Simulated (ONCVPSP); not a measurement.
# An ONCV potential for Lu, from input to tests

Do these settings give a usable potential? It is generated, then checked for transferability, scattering, ghosts and hardness.

Method: ONCVPSP 4.0.1, LDA (Perdew-Wang 92), scalar-relativistic.

## Step 1: Settings

The settings as typed:

```
element                 : lutetium (Lu, Z = 71)
type                    : optimised norm-conserving Vanderbilt (ONCV)
frozen core             : [Kr] 4d10
valence charge          : 25
reference configuration : 4f14 5s2 5p6 5d1 6s2
partial waves           : 5s+6s: rc 2.00 bohr, ncon 4, nbas 9, qcut 5.8 1/bohr, 2 projectors; 5p: rc 1.60 bohr, ncon 4, nbas 7, qcut 9.6 1/bohr, 2 projectors, debl 1.1 Ha; 5d: rc 3.05 bohr, ncon 4, nbas 9, qcut 5.1 1/bohr, 2 projectors, debl 2.3 Ha; 4f: rc 1.15 bohr, ncon 4, nbas 9, qcut 15.4 1/bohr, 2 projectors, debl 3.7 Ha
local potential         : polynomial inside 0.95 bohr (lpopt 5, dvloc0 0 Ha)
core correction         : not asked for
```

The outer shells as boxes (Hund's rule for the drawing; the calculation is spin-unpolarised):

```
[Kr] core
4d [↑↓][↑↓][↑↓][↑↓][↑↓]
4f [↑↓][↑↓][↑↓][↑↓][↑↓][↑↓][↑↓]
5s [↑↓]
5p [↑↓][↑↓][↑↓]
5d [↑ ][  ][  ][  ][  ]
6s [↑↓]
```

An earlier all-electron run gives the scale for the radii.

All-electron outer shells of the reference configuration (LDA (PZ), scalar-relativistic, ld1.x):

```
shell  level (eV)  outermost node (bohr)  outermost maximum (bohr)
   4d     -191.71                   0.23                      0.48
   5s      -61.19                   0.57                      1.04
   5p      -31.78                   0.61                      1.19
   4f       -9.81                      –                      0.47
   6s       -4.81                   1.41                      3.00
   5d       -1.92                   0.68                      1.84
   6p       -1.40                   1.73                      4.32
```

## Step 2: The generation run

Lu.dat

```
# ATOM AND REFERENCE CONFIGURATION
# atsym  z   nc   nv     iexc    psfile
  Lu 71.00    9    5  -001012      upf
#
#   n    l    f
    1    0    2.00
    2    0    2.00
    2    1    6.00
    3    0    2.00
    3    1    6.00
    3    2   10.00
    4    0    2.00
    4    1    6.00
    4    2   10.00
    4    3   14.00
    5    0    2.00
    5    1    6.00
    5    2    1.00
    6    0    2.00
#
# PSEUDOPOTENTIAL AND OPTIMIZATION
# lmax
    3
#
#   l,   rc,      ep,       ncon, nbas, qcut
    0    2.00    0.00    4    9    5.80
    1    1.60    0.00    4    7    9.60
    2    3.05    0.00    4    9    5.10
    3    1.15    0.00    4    9   15.40
#
# LOCAL POTENTIAL
# lloc, lpopt,  rc(5),   dvloc0
    4    5    0.95    0.00
#
# VANDERBILT-KLEINMAN-BYLANDER PROJECTORs
# l, nproj, debl
    0    2    2.70
    1    2    1.10
    2    2    2.30
    3    2    3.70
#
# MODEL CORE CHARGE
# icmod, fcfact, rcfact
    0    0.00    0.00
#
# LOG DERIVATIVE ANALYSIS
# epsh1, epsh2, depsh
   -4.00    5.00    0.02
#
# OUTPUT GRID
# rlmax, drl
    6.00    0.01
#
# TEST CONFIGURATIONS
# ncnf
    4
# nvcnf
#   n    l    f
    5
    4    3   14.00
    5    0    2.00
    5    1    6.00
    5    2    1.00
    6    0    1.00
#
    5
    4    3   14.00
    5    0    2.00
    5    1    6.00
    5    2    1.00
    6    0    0.00
#
    5
    4    3   14.00
    5    0    2.00
    5    1    6.00
    5    2    0.00
    6    0    0.00
#
    5
    4    3   13.00
    5    0    2.00
    5    1    6.00
    5    2    2.00
    6    0    2.00
#
```

Run with:

```sh
oncvpsp.x < Lu.dat > Lu.out
```

Before running it: what results should come out? Wanted: cutoffs for 1 and 0.1 mHa per electron, occupied waves; bound ghosts; GHOST(+) flags; largest test error; largest phase difference near zero energy, channels read; projector energies reset by the program.

The runs gave:

| quantity | value |
| --- | --- |
| cutoffs for 1 and 0.1 mHa per electron, occupied waves | 101 Ha and 110 Ha |
| bound ghosts | s at -87.56 eV |
| GHOST(+) flags | p at 190 eV, d at 158 eV |
| largest test error (AE − PS) | -23 meV, for 4f13 5s2 5p6 5d2 6s2 (1 test unsolved) |
| largest phase difference near zero energy, channels read | 0.001 rad |
| projector energies reset by the program | p: -1.168, 0.250 Ha |

What this shows: It has a bound ghost (s), a state that the atom doesn't have, and that rules the file out. The worst unpolarised test, 4f13 5s2 5p6 5d2 6s2, is off by 23 meV on 10.9 eV; by total energies transferability rates as good where solved. Atomic tests can pass in spite of a ghost, since they solve only for the levels asked. Of the tests 1 gave no usable energy difference, which is a warning in itself. By its cutoff, 101 Ha for the looser tolerance, it is very hard. At the looser tolerance the 4f wave is the slowest; 5p needs 27 Ha. Near zero energy the phases of the channels with partial waves agree within 0.001 rad. The pseudo curves have a pole with no partner nearby in the atom's: s at -3.20 Ha. The program also flags highly localised states, GHOST(+) (p, d).
